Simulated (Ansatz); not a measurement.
# Zn3H in Ansatz: the effect of functional

The system is Zn3H.

```
Zn H
1.0
     0.00000    2.99658    2.99658
     2.99658    0.00000    2.99658
     2.99658    2.99658    0.00000
Zn H
3 1
Direct
  0.50000 0.50000 0.50000
  0.25000 0.25000 0.25000
  0.75000 0.75000 0.75000
  0.00000 0.00000 0.00000
```

The cell was built by a generator and needn't be a form met in nature.

Alike in all runs:

* Program: Ansatz 0.2.0
* Task: band structure
* Potentials or basis: Ansatz PAW
* Cutoff: 420 eV (not typed: the program's choice for these potentials)
* k mesh: 6 × 6 × 6
* Occupations: fermi-dirac, width 0.05 eV
* Spin: no spin polarisation

```tsv
functional	pressure (GPa)
LDA	-7.4
PBEsol	-4.5
RPBE	2.7
revPBE	2.0
BLYP	?
```

Task: What does the run with functional BLYP give?

Result: Pressure 5.3 GPa.

Caveats: the PAW data sets come from PBE, with cores solved anew for the run's functional, which leaves a small shift of forces and pressure.

Runs at the PBE level aren't shown here.
